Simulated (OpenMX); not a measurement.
# CuF in OpenMX: the effect of biaxial strain

Crystal: CuF.

```
Cu F
1.0
     2.37217    0.00000    0.00000
     0.00000    2.37217    0.00000
     0.00000    0.00000    3.41650
Cu F
1 1
Direct
  0.00000 0.00000 0.00000
  0.50000 0.50000 0.50000
```

The cell was built by a generator and needn't be a form met in nature.

Alike in all runs:

* Program: OpenMX 3.8.5
* Task: band structure
* Functional: PBE
* Potentials or basis: OpenMX 2013 PBE set, Cu6.0H-s3p2d2, F6.0-s2p2d1, grid cutoff 500 Ry
* k mesh: 9 × 9 × 7
* Occupations: fermi-dirac, width 0.05 eV
* Spin: no spin polarisation

```tsv
biaxial strain	pressure (GPa)
-4 %	19.3
-2 %	12.1
0 %	6.3
2 %	1.7
4 %	?
```

Problem. What does the run with biaxial strain 4 % give?

Solution. Pressure -2.1 GPa.

Worked out: A parabola through the other rows of the pressure, of slope -1.31 GPa per % there, extrapolates to -1.6 GPa, against the run's -2.1.

Caveats: the basis of atomic orbitals isn't converged, which shifts pressures, moduli and gaps; the run has no spin polarisation, though such a crystal can be magnetic.
